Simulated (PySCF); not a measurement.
# ErH2O (Er(H2O)3+): the cost of one run

Program: PySCF 2.14.0. Level of theory: PBE, Er lcecp-1-SVP with ECP57, O def2-SVP, H def2-SVP; scalar-relativistic core potentials, no spin–orbit coupling. These are calculated values, not measurements.

3 further runs of the same task are left out: 2 for a known fault of the program, 1 that didn't finish.

## 1. The system as given

4 atoms, charge 3, spin multiplicity 1.

Bond lengths: Er1–O2 2.150 Å, O2–H3 1.017 Å, O2–H4 1.017 Å. Angles: Er1–O2–H3 129.0°, Er1–O2–H4 129.0°, H3–O2–H4 102.1°.

Geometry (Å):

```csv
atom,x (Å),y (Å),z (Å)
Er1,0.0000,0.0000,-0.0641
O2,0.0000,0.0000,2.0860
H3,0.7908,0.0000,2.7255
H4,-0.7908,0.0000,2.7255
```

Formal oxidation states: Er +3. Each metal's 11 4f electrons lie in its core potential, so multiplicities, spins and levels count the valence alone. An earlier session relaxed this geometry at PBE, Er lcecp-1-SVP with ECP57, O def2-SVP, H def2-SVP (singlet, point group C2v).

Its energy there is -113.166895 Eh.

## 2. Atoms moved at random, σ = 0.1 Å

run.py (the lines that set the calculation)

```python
mol = gto.M(atom='''
Er    -0.00291    -0.04617    -0.10350
O      0.08969     0.06542     2.17198
H      0.62483    -0.01003     2.57571
H     -0.71161    -0.00923     2.82866''',
    basis={'Er': 'lcecp-1-SVP', 'O': 'def2-SVP', 'H': 'def2-SVP'},
    ecp={'Er': 'lcecp-1-SVP'},
    charge=3, spin=0)
mf = dft.RKS(mol, xc='PBE')
mf.grids.atom_grid = (50, 194)  # f atoms: unpruned, at least (60, 302)
mf = mf.density_fit()  # fitting sets: Er AutoAux, O def2-universal-JKFIT, H def2-universal-JKFIT
mf.conv_tol = 1e-08; mf.max_cycle = 55
mf.kernel(dm0)  # dm0: the density of the relaxed state
```

The run is started by

```bash
$ OMP_NUM_THREADS=2 python run.py
```

**Question.** How long does this run take on 2 threads of Arm Neoverse V1, shared host?

About 1.3 s.
